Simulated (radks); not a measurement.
# Fractional charge and spin in the 5p shell of samarium

One table from this session's results is given with a row withheld; the runs are named, their logs left out.

Program: radks (a radial shooting solver on a logarithmic mesh, Libxc functionals) version 1. Level of theory: scalar-relativistic Kohn-Sham, r2SCAN, spin-polarised, spherical densities, finite nucleus. These are calculated values, not measurements, unless marked.

**Starting point**

```
element            : samarium (Z = 62)
configuration      : [Kr] 4d10 4f(up 3, down 3) 5s2 6s2 5p(up 3, down 3)
nuclear rms radius : 5.0819 fm
```

A shell typed twice in an input gives spin up, then spin down.

Set-up of the first run:

The run's settings:

```text
Z 62
configuration [Kr] 4d10 4f3 4f3 5s2 6s2 5p3 5p3
relativity scalar-relativistic
functional r2scan,r2scan
spin polarised
nucleus finite rms 5.0819 fm
c 137.035999084
```

Steps of the session up to this table: 5p: up 3, down 3.

One table of the session follows, with a row left open; its other results are not shown here.

It belongs to the step «5p: up 3, down 3». Radial moments (bohr):

```
level     <r>  outermost maximum (interpolated)  90 % within  nodes
   3d  0.2310                             0.188        0.360      0
   4s  0.5794                             0.540        0.831      3
   4p  0.6133                             0.563        0.891      2
   4d       ?                                 ?            ?      ?
   5s   1.415                              1.26         2.04      4
   5p   1.657                              1.43         2.43      3
   6s   4.393                              3.74         6.46      5
   4f   1.017                             0.613         1.80      0
```

Estimate the missing values for 4d.

As computed: <r>: 0.6710; outermost maximum (interpolated): 0.587; 90 % within: 1.01; nodes: 1. In the column «<r>» it lies between 4p (0.6133) and 4f (1.017).
